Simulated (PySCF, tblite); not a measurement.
# 1-ethyl-4-fluorobenzene: a rotation path, then NMR shifts on frames, part 2 of 2

tblite 0.8.0 and PySCF 2.14.0. Atoms count from 0.

### 5 Shielding tensors: image 4, PBE0/pcSseg-1

The job: settings as JSON, then the geometry in Å.

```
{"job": {"kind": "nmr", "xc": "PBE0", "basis": "pcSseg-1", "pop": false}, "charge": 0, "multiplicity": 1}
C     -2.388700    -0.281400    -1.000200
C     -1.715700     0.008000     0.335700
C     -0.208700     0.043000     0.281600
C      0.512600     0.281600     1.450200
C      1.893400     0.332500     1.443600
C      2.559300     0.143100     0.246000
F      3.909800     0.203100     0.223600
C      1.877700    -0.100800    -0.928900
C      0.495500    -0.148400    -0.900300
H     -3.469800    -0.290200    -0.884200
H     -2.081200    -1.253300    -1.379500
H     -2.133300     0.482100    -1.731900
H     -2.070400     0.971700     0.712700
H     -2.024100    -0.746800     1.065800
H     -0.015100     0.431200     2.381700
H      2.457100     0.519000     2.345000
H      2.420700    -0.248900    -1.849600
H     -0.027900    -0.338800    -1.822900
```

Level: GIAO PBE0/pcSseg-1 NMR shielding, non-relativistic, gas phase.

The log of the run:

```text
coarse grid: 15360 points
cycle   1  E = -409.4741855150  dE =  1.439e+00  |g| = 5.365e-01  |ddm| = 4.066e+00
cycle   2  E = -409.4501168616  dE =  2.407e-02  |g| = 6.627e-01  |ddm| = 1.059e+00
cycle   3  E = -409.5341499375  dE = -8.403e-02  |g| = 1.047e-01  |ddm| = 6.003e-01
cycle   4  E = -409.5366302907  dE = -2.480e-03  |g| = 4.020e-02  |ddm| = 1.337e-01
cycle   5  E = -409.5370266473  dE = -3.964e-04  |g| = 1.196e-02  |ddm| = 4.417e-02
cycle   6  E = -409.5370581470  dE = -3.150e-05  |g| = 3.013e-03  |ddm| = 1.527e-02
cycle   7  E = -409.5370601251  dE = -1.978e-06  |g| = 7.318e-04  |ddm| = 4.002e-03
final grid: 149616 points
cycle   8  E = -409.5972749884  dE = -5.689e-05  |g| = 9.294e-03  |ddm| = 5.697e-02
cycle   9  E = -409.5972671877  dE =  7.801e-06  |g| = 1.153e-02  |ddm| = 2.028e-02
cycle  10  E = -409.5972961237  dE = -2.894e-05  |g| = 1.580e-03  |ddm| = 1.179e-02
cycle  11  E = -409.5972965402  dE = -4.166e-07  |g| = 2.666e-04  |ddm| = 1.679e-03
cycle  12  E = -409.5972965512  dE = -1.095e-08  |g| = 1.403e-04  |ddm| = 3.471e-04
cycle  13  E = -409.5972965559  dE = -4.728e-09  |g| = 4.242e-05  |ddm| = 1.717e-04
cycle  14  E = -409.5972965563  dE = -4.527e-10  |g| = 9.072e-06  |ddm| = 5.076e-05
converged SCF energy = -409.5972965563

GIAO shielding tensors (ppm)
atom      isotropic    diamagn.    paramagn.     s11        s22        s33       span
  0 C      173.522     248.038     -74.516    168.326    171.331    180.911     12.585
  1 C      158.014     246.090     -88.076    145.714    154.043    174.284     28.570
  2 C       44.284     261.447    -217.163    -51.552      9.774    174.629    226.181
  3 C       50.597     252.463    -201.866    -51.071     39.372    163.488    214.559
  4 C       65.902     256.752    -190.850    -21.296     51.666    167.337    188.633
  5 C       15.727     256.429    -240.702    -67.882     31.443     83.621    151.504
  6 F      292.504     478.003    -185.499    214.499    307.430    355.584    141.085
  7 C       65.941     255.785    -189.843    -21.540     51.633    167.731    189.271
  8 C       55.739     253.789    -198.051    -48.996     38.530    177.682    226.678
  9 H       30.278      27.345       2.933     25.175     28.083     37.577     12.403
 10 H       30.364      30.720      -0.357     26.246     28.658     36.187      9.942
 11 H       30.323      30.756      -0.433     26.092     28.748     36.130     10.037
 12 H       28.830      30.442      -1.612     22.818     29.309     34.362     11.544
 13 H       28.816      30.449      -1.632     22.752     29.338     34.359     11.607
 14 H       24.166      33.000      -8.835     20.167     23.536     28.793      8.625
 15 H       24.386      29.271      -4.885     20.756     25.117     27.286      6.531
 16 H       24.373      29.951      -5.577     20.633     24.944     27.543      6.910
 17 H       24.293      34.827     -10.534     19.571     22.853     30.455     10.885
```

Run time: 70 s. Hardware: 1 thread of Intel Xeon at 2.50GHz, shared host; peak memory 0.9 GiB.

In short: δ C5 171.2, C2 142.6, C3 136.3, C8 131.2, H14 7.55, H17 7.42 ppm.

### 6 Shielding tensors: image 6, PBE0/pcSseg-1

The job: settings as JSON, then the geometry in Å.

```
{"job": {"kind": "nmr", "xc": "PBE0", "basis": "pcSseg-1", "pop": false}, "charge": 0, "multiplicity": 1}
C     -2.363200    -0.611500    -0.825000
C     -1.718300     0.301900     0.215900
C     -0.214800     0.216600     0.227300
C      0.481800     0.103600     1.425500
C      1.863300     0.031800     1.447500
C      2.548000     0.065900     0.247800
F      3.898000    -0.005200     0.255900
C      1.888700     0.180100    -0.961500
C      0.509800     0.264800    -0.959300
H     -3.446700    -0.534300    -0.773500
H     -2.079900    -1.646000    -0.647200
H     -2.055800    -0.340900    -1.831500
H     -2.011600     1.335300     0.009500
H     -2.101700     0.045700     1.206300
H     -0.061200     0.075100     2.359300
H      2.409500    -0.050000     2.374800
H      2.451700     0.202200    -1.882100
H     -0.006400     0.371000    -1.901300
```

Level: GIAO PBE0/pcSseg-1 NMR shielding, non-relativistic, gas phase.

The log of the run:

```text
coarse grid: 15360 points
cycle   1  E = -409.4747511306  dE =  1.437e+00  |g| = 5.378e-01  |ddm| = 4.024e+00
cycle   2  E = -409.4486689823  dE =  2.608e-02  |g| = 6.695e-01  |ddm| = 1.062e+00
cycle   3  E = -409.5350787418  dE = -8.641e-02  |g| = 1.065e-01  |ddm| = 6.020e-01
cycle   4  E = -409.5376806521  dE = -2.602e-03  |g| = 4.043e-02  |ddm| = 1.377e-01
cycle   5  E = -409.5380825154  dE = -4.019e-04  |g| = 1.191e-02  |ddm| = 4.469e-02
cycle   6  E = -409.5381135545  dE = -3.104e-05  |g| = 3.032e-03  |ddm| = 1.545e-02
cycle   7  E = -409.5381155355  dE = -1.981e-06  |g| = 7.347e-04  |ddm| = 3.954e-03
final grid: 149616 points
cycle   8  E = -409.5975048931  dE = -5.086e-05  |g| = 9.204e-03  |ddm| = 4.899e-02
cycle   9  E = -409.5974962370  dE =  8.656e-06  |g| = 1.162e-02  |ddm| = 1.993e-02
cycle  10  E = -409.5975254434  dE = -2.921e-05  |g| = 1.575e-03  |ddm| = 1.188e-02
cycle  11  E = -409.5975258710  dE = -4.276e-07  |g| = 2.578e-04  |ddm| = 1.658e-03
cycle  12  E = -409.5975258813  dE = -1.029e-08  |g| = 1.475e-04  |ddm| = 3.406e-04
cycle  13  E = -409.5975258867  dE = -5.374e-09  |g| = 3.518e-05  |ddm| = 1.765e-04
cycle  14  E = -409.5975258870  dE = -3.015e-10  |g| = 8.722e-06  |ddm| = 4.152e-05
converged SCF energy = -409.5975258870

GIAO shielding tensors (ppm)
atom      isotropic    diamagn.    paramagn.     s11        s22        s33       span
  0 C      170.057     247.491     -77.434    156.826    168.868    184.477     27.651
  1 C      154.945     244.532     -89.588    140.676    151.113    173.044     32.368
  2 C       42.577     262.246    -219.668    -51.738      3.834    175.635    227.373
  3 C       51.208     252.364    -201.156    -49.050     44.880    157.794    206.844
  4 C       66.062     256.596    -190.535    -19.643     50.868    166.961    186.604
  5 C       15.568     256.158    -240.590    -68.189     31.076     83.816    152.005
  6 F      291.134     477.908    -186.775    211.953    306.773    354.674    142.721
  7 C       65.640     256.077    -190.437    -21.788     50.821    167.887    189.675
  8 C       53.776     254.280    -200.504    -51.372     36.797    175.902    227.274
  9 H       30.348      27.740       2.608     25.515     27.702     37.827     12.312
 10 H       30.655      30.268       0.387     27.134     28.807     36.024      8.889
 11 H       30.129      30.891      -0.762     24.890     29.804     35.693     10.803
 12 H       28.753      29.864      -1.111     25.131     27.084     34.044      8.913
 13 H       29.245      31.442      -2.197     23.501     29.645     34.588     11.086
 14 H       24.285      33.143      -8.858     20.608     23.818     28.428      7.821
 15 H       24.465      29.355      -4.890     20.900     25.231     27.264      6.364
 16 H       24.366      29.922      -5.556     20.744     24.960     27.396      6.652
 17 H       24.091      34.079      -9.988     19.763     22.793     29.718      9.955
```

Run time: 77 s. Hardware: 1 thread of Intel Xeon at 2.50GHz, shared host; peak memory 0.9 GiB.

In short: δ C5 171.4, C2 144.3, C3 135.7, C8 133.1, H17 7.63, H14 7.43 ppm.

### 7 Nuclear shieldings: image 8, PBE0/pcSseg-1

The job: settings as JSON, then the geometry in Å.

```
{"job": {"kind": "nmr", "xc": "PBE0", "basis": "pcSseg-1", "pop": false}, "charge": 0, "multiplicity": 1}
C     -2.333500    -0.818900    -0.478300
C     -1.708600     0.491500     0.005600
C     -0.215300     0.357300     0.096300
C      0.384000    -0.089400     1.267800
C      1.754000    -0.261600     1.347200
C      2.523000     0.020400     0.233900
F      3.863500    -0.142600     0.301100
C      1.958900     0.467400    -0.946000
C      0.586800     0.630700    -1.005000
H     -3.414600    -0.723200    -0.547500
H     -2.099500    -1.627400     0.210600
H     -1.944000    -1.082700    -1.459000
H     -1.967000     1.291000    -0.691500
H     -2.117700     0.746200     0.985200
H     -0.228500    -0.304500     2.131300
H      2.227200    -0.607100     2.252800
H      2.589500     0.680300    -1.794600
H      0.133000     0.979000    -1.921400
```

Method: GIAO PBE0/pcSseg-1 NMR shielding, non-relativistic, gas phase.

The log of the run:

```text
coarse grid: 15360 points
cycle   1  E = -409.4757654300  dE =  1.436e+00  |g| = 5.385e-01  |ddm| = 4.009e+00
cycle   2  E = -409.4479543562  dE =  2.781e-02  |g| = 6.749e-01  |ddm| = 1.054e+00
cycle   3  E = -409.5362902684  dE = -8.834e-02  |g| = 1.079e-01  |ddm| = 5.979e-01
cycle   4  E = -409.5389938832  dE = -2.704e-03  |g| = 4.041e-02  |ddm| = 1.378e-01
cycle   5  E = -409.5393950048  dE = -4.011e-04  |g| = 1.186e-02  |ddm| = 4.476e-02
cycle   6  E = -409.5394256705  dE = -3.067e-05  |g| = 3.045e-03  |ddm| = 1.528e-02
cycle   7  E = -409.5394276584  dE = -1.988e-06  |g| = 7.459e-04  |ddm| = 3.776e-03
final grid: 149616 points
cycle   8  E = -409.5986083581  dE = -4.562e-05  |g| = 9.011e-03  |ddm| = 5.143e-02
cycle   9  E = -409.5985988949  dE =  9.463e-06  |g| = 1.161e-02  |ddm| = 1.984e-02
cycle  10  E = -409.5986280331  dE = -2.914e-05  |g| = 1.508e-03  |ddm| = 1.147e-02
cycle  11  E = -409.5986284492  dE = -4.161e-07  |g| = 2.653e-04  |ddm| = 1.606e-03
cycle  12  E = -409.5986284608  dE = -1.159e-08  |g| = 1.569e-04  |ddm| = 3.805e-04
cycle  13  E = -409.5986284668  dE = -5.968e-09  |g| = 3.101e-05  |ddm| = 1.709e-04
cycle  14  E = -409.5986284670  dE = -2.279e-10  |g| = 9.045e-06  |ddm| = 3.741e-05
converged SCF energy = -409.5986284670

GIAO shielding tensors (ppm)
atom      isotropic    diamagn.    paramagn.     s11        s22        s33       span
  0 C      164.193     246.735     -82.542    152.930    153.644    186.003     33.073
  1 C      152.424     245.495     -93.070    137.734    147.102    172.438     34.704
  2 C       40.356     262.013    -221.657    -52.459     -3.186    176.711    229.170
  3 C       52.014     253.069    -201.055    -49.570     42.535    163.079    212.649
  4 C       65.479     256.555    -191.076    -20.645     49.552    167.530    188.176
  5 C       15.614     255.966    -240.352    -68.745     31.249     84.338    153.082
  6 F      291.762     477.738    -185.976    212.660    306.732    355.893    143.233
  7 C       65.439     256.552    -191.112    -20.774     49.565    167.527    188.301
  8 C       52.041     253.078    -201.037    -49.555     42.325    163.354    212.909
  9 H       30.338      27.931       2.406     26.404     26.515     38.095     11.691
 10 H       30.629      30.298       0.331     26.237     30.114     35.536      9.299
 11 H       30.632      30.315       0.317     26.212     30.155     35.529      9.316
 12 H       29.093      31.028      -1.936     24.972     28.205     34.100      9.127
 13 H       29.105      31.048      -1.943     24.958     28.247     34.112      9.154
 14 H       24.258      33.541      -9.283     20.584     23.480     28.710      8.126
 15 H       24.418      29.674      -5.256     20.867     25.090     27.297      6.429
 16 H       24.416      29.686      -5.271     20.868     25.077     27.303      6.435
 17 H       24.257      33.539      -9.282     20.582     23.463     28.726      8.144
```

Wall time 81 s (1 thread of Intel Xeon at 2.50GHz, shared host); peak memory 0.9 GiB.

This run: δ C5 171.3, C2 146.6, C3 134.9, C8 134.9, H17 7.46, H14 7.46 ppm.

### 8 Side by side: NMR shifts

Shifts (ppm) of some atoms, chosen among heavy atoms and hydrogens apart, with basis size and wall time:

```
  frame     C2     C3     C8    C1    C0   H11   H10  functions  time
image 0  146.6  134.9  134.9  34.5  22.7  1.09  1.09        198  64 s
image 2  144.4  135.8  133.1  31.7  16.8  1.04  1.60        198  71 s
image 4  142.6  136.3  131.2  28.9  13.4  1.39  1.35        198  70 s
image 6  144.3  135.7  133.1  32.0  16.9  1.59  1.06        198  77 s
image 8  146.6  134.9  134.9  34.5  22.7  1.09  1.09        198  81 s
```

### 9 Outcome

The summary covers parts 1 to 2.

| quantity | value |
| --- | --- |
| barrier | 0.063 eV (1.5 kcal/mol) at image 4 |
| end to end (GFN2-xTB) | 0.000 eV |
| ¹³C shifts against TMS (PBE0/pcSseg-1, image 0) | 171.3, 146.6, 134.9, 134.9, 121.5, 121.5, 34.5, 22.7 ppm |
| ¹H shifts against TMS (PBE0/pcSseg-1, image 0) | 7.46, 7.46, 7.31, 7.30, 2.62, 2.61, 1.38, 1.09, 1.09 ppm |
| ¹⁹F shifts against CFCl3 (PBE0/pcSseg-1, image 0) | -120.8 ppm |
| range of the shift of C0 | 13.4 to 22.7 ppm |

In words: Along the band the dihedral turns by 182°, and the top (dihedral 181°) lies 1.5 kcal/mol above the start (GFN2-xTB, rough), so at room temperature this motion is fast. The top was not checked by a frequency run. Shifts at one fixed geometry are not the observed spectrum, which averages over the motion. In the first frame run (image 0): The largest span, 229 ppm, is at C2, where the paramagnetic term is -222 ppm. NICS(1)zz of -28 ppm above the planar ring from C2 marks a diatropic (aromatic) ring current. In ppm, C0 moves most: its shift spreads over 9.3 ppm, from 13.4 (image 4) to 22.7 (image 8).
